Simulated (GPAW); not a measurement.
GaB:

```
CELL_PARAMETERS angstrom
2.71824 0.00000 0.00000
0.00000 2.71824 0.00000
0.00000 0.00000 3.23621
ATOMIC_POSITIONS crystal
Ga 0.50000 0.50000 0.50000
B 0.00000 0.00000 0.00000
```

The cell was built by a generator and needn't be a form met in nature.

Base run:

- Program: GPAW 26.7.0
- Functional: RPBE
- Potentials or basis: the program's PAW data sets (release 1.2.1) made for this functional
- Cutoff: 800 eV
- Basis: pw
- k mesh: 10 × 10 × 8
- Occupations: fermi-dirac, width 0.05 eV
- Spin: no spin polarisation

Its results: pressure 3.4 GPa.

Problem. After a change of settings the same cell gave: pressure -5.9 GPa. Which change was it?
A. functional from RPBE to PBE; potentials or basis from the program's PAW data sets (release 1.2.1) made for this functional to GPAW PAW data sets (gpaw-data 1.2.1)
B. functional from RPBE to PBEsol; potentials or basis from the program's PAW data sets (release 1.2.1) made for this functional to PAW data sets generated in the run's folder for this functional
C. functional from RPBE to LDA
D. functional from RPBE to revPBE

Solution. C.

LDA binds more tightly than RPBE, so the same cell stands under less pressure.
